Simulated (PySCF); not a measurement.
**SnO (tin(ii) oxide) at 3 levels**

Aim: a comparison of 3 runs (HF/3-21G, wB97X/def2-SVPD, CCSD/3-21G) of SnO (tin(ii) oxide). Input form: a Python script.

The results are computed with PySCF 2.14.0.

### 1 Starting point

The species is SnO (2 atoms), meant as a singlet with charge 0. As SMILES, `[O]=[Sn]`. The coordinates come from a PBE0-D4/def2-TZVP relaxation.

Bond lengths: O1–Sn2 1.818 Å.

### 2 Energy and gradient at HF/3-21G (run 1)

Contents of run.py:

```python
# tin(ii) oxide
from pyscf import gto

system = gto.M(
    atom='''
O      0.000000     0.000000    -0.013379
Sn     0.000000     0.000000     3.421652
''',
    max_memory=1860,
    unit='bohr',
    basis='3-21g',
    charge=0,
    verbose=4,
)

mf = system.RHF()
mf.conv_tol = 1e-10
mf.kernel()
if not mf.converged:
    mf = mf.newton().run(mf.mo_coeff, mf.mo_occ)

energy = mf.e_tot
print('E(%s) = %.9f' % ('HF', energy))
grad = mf.nuc_grad_method().kernel()
dip = mf.dip_moment()
pop, q = mf.mulliken_pop()
```

Started as:

```bash
$ OMP_NUM_THREADS=1 python run.py
```

Output:

```text
PySCF version 2.14.0

[... 56 lines left out ...]
converged SCF energy = -6070.68922403076
[... 9 lines left out ...]
Dipole moment(X, Y, Z, Debye): -0.00000, -0.00000,  3.77482
[... 43 lines left out ...]
charge of    1Sn =      0.74928
```

It took 2.3 s on 1 thread of Arm Neoverse N1, shared host; peak memory 0.12 GiB.

### 3 Energy and gradient at wB97X/def2-SVPD (core potential) (run 2)

Contents of run.py:

```python
# tin(ii) oxide
import pyscf.grad
from pyscf import gto, dft

mol = gto.M(
    atom='O -0.000000 0.000000 -0.007080; Sn 0.000000 -0.000000 1.810660',
    charge=0,
    ecp={'Sn': 'def2-svp'},
    basis='def2-svpd',
    max_memory=1860,
    verbose=4,
    spin=0,
)

calc0 = dft.RKS(mol)
calc0.xc = 'wb97x'
calc0.grids.level = 5
calc0.conv_tol = 1e-10
calc0.kernel()
if not calc0.converged:
    calc0 = calc0.newton().run(calc0.mo_coeff, calc0.mo_occ)

energy = calc0.e_tot
print('Final energy', energy)
grad = calc0.Gradients().kernel()
calc0.analyze()
```

Started as:

```bash
$ OMP_NUM_THREADS=1 python run.py
```

Output:

```text
PySCF version 2.14.0

[... 86 lines left out ...]
DFT Exchange-Correlation Energy =      -26.609327242536658
[... 12 lines left out ...]
MO #11  energy= -0.96315280762196  occ= 2
[... 10 lines left out ...]
MO #22  energy= 0.167297842937234  occ= 0
[... 10 lines left out ...]
MO #33  energy= 0.513047862935702  occ= 0
[... 10 lines left out ...]
MO #44  energy= 1.3241008041455    occ= 0
[... 10 lines left out ...]
MO #55  energy= 52.8557233036866   occ= 0
[... 60 lines left out ...]
Dipole moment(X, Y, Z, Debye): -0.00000,  0.00000,  4.71670
```

It took 12 s on 1 thread of Arm Neoverse N1, shared host; peak memory 0.55 GiB.

### 4 A single-point energy at CCSD/3-21G (run 3)

Contents of calc.py:

```python
# tin(ii) oxide
from pyscf import gto, scf, cc

mol = gto.M(
    atom='''
O      0.000000     0.000000    -0.013379
Sn     0.000000     0.000000     3.421652
''',
    basis='3-21g',
    verbose=3,
    charge=0,
    max_memory=1860,
    unit='bohr',
)

calc0 = scf.RHF(mol)
calc0.conv_tol = 1e-10
calc0.kernel()
if not calc0.converged:
    calc0 = calc0.newton().run(calc0.mo_coeff, calc0.mo_occ)

mycc = cc.CCSD(calc0, frozen=19)
mycc.kernel()
energy = mycc.e_tot
print('Final energy', energy)
calc0.analyze()
```

Started as:

```bash
$ OMP_NUM_THREADS=1 python calc.py
```

Output:

```text
converged SCF energy = -6070.68922403076
E(CCSD) = -6070.889198825167  E_corr = -0.1999747944038417
Final energy -6070.889198825167
**** MO energy ****
MO #1   energy= -1034.87380634814  occ= 2
MO #2   energy= -156.218684377157  occ= 2
MO #3   energy= -145.363717686311  occ= 2
MO #4   energy= -145.363717686311  occ= 2
MO #5   energy= -145.362787661735  occ= 2
MO #6   energy= -31.5290438177803  occ= 2
MO #7   energy= -26.9042536132307  occ= 2
MO #8   energy= -26.9042536132305  occ= 2
MO #9   energy= -26.8999562670452  occ= 2
MO #10  energy= -20.3861196155363  occ= 2
MO #11  energy= -19.0714326892228  occ= 2
MO #12  energy= -19.0714326892228  occ= 2
MO #13  energy= -19.0677197661186  occ= 2
MO #14  energy= -19.0677197661186  occ= 2
MO #15  energy= -19.0675871371801  occ= 2
MO #16  energy= -5.54584359574234  occ= 2
MO #17  energy= -3.9301077828639   occ= 2
MO #18  energy= -3.9301077828638   occ= 2
MO #19  energy= -3.92095748315029  occ= 2
MO #20  energy= -1.43022144386252  occ= 2
MO #21  energy= -1.4182068426943   occ= 2
MO #22  energy= -1.41820684269426  occ= 2
MO #23  energy= -1.40762864159349  occ= 2
MO #24  energy= -1.40762864159344  occ= 2
MO #25  energy= -1.15143805583926  occ= 2
MO #26  energy= -0.524484985853219 occ= 2
MO #27  energy= -0.382731178058999 occ= 2
MO #28  energy= -0.382731178058958 occ= 2
MO #29  energy= -0.361255344228252 occ= 2
MO #30  energy= 0.0329566899748014 occ= 0
MO #31  energy= 0.0329566899748157 occ= 0
MO #32  energy= 0.155484716935376  occ= 0
MO #33  energy= 0.316786097453521  occ= 0
MO #34  energy= 0.371831751811258  occ= 0
MO #35  energy= 0.371831751811394  occ= 0
MO #36  energy= 0.534335440654704  occ= 0
MO #37  energy= 1.88371608803315   occ= 0
MO #38  energy= 1.88371608803319   occ= 0
MO #39  energy= 2.04404992384004   occ= 0
MO #40  energy= 2.94493699267204   occ= 0
 ** Mulliken atomic charges  **
charge of    0O =     -0.68942
charge of    1Sn =      0.68942
Dipole moment(X, Y, Z, Debye): -0.00000, -0.00000,  3.77482
```

Run time: 1.6 s. Hardware: 1 thread of Arm Neoverse N1, shared host; peak memory 0.12 GiB.

### 5 All runs side by side

```csv
run,level,core potential,integration grid,energy (Eh),dipole moment (D) of the reference,HOMO energy (eV),LUMO energy (eV),wall time
1,HF/3-21G,–,–,-6070.689224,3.77,-9.83,0.90,2.3 s
2,wB97X/def2-SVPD (core potential),def2-svp,5,-289.469228,4.72,-10.05,-0.46,12 s
3,CCSD/3-21G,–,–,-6070.889199,3.77,-9.83,0.90,1.6 s
```

### 6 Summary of results

| quantity | value |
| --- | --- |
| run 3: total energy | -6070.88920 Eh |
| run 3: dipole moment (Hartree–Fock density) | 3.77 D |
| run 3: HOMO energy (Hartree–Fock orbitals) | -9.83 eV |
| run 3: LUMO energy (Hartree–Fock orbitals) | 0.90 eV |
| run 3: HOMO–LUMO gap (Hartree–Fock orbitals) | 10.73 eV |
| run 3: correlation energy (19 core orbitals frozen) | -200.0 mEh |
| run 3: T1 diagnostic | 0.035 |

**Reading.** Some runs of one species differ in core potentials or relativity; totals across that change don't compare. In run 3 the T1 diagnostic is large, so a single reference may not serve. In runs 1, 3 relativity is left out where basis or elements ask for it. All runs together took 16 s, the longest 12 s.
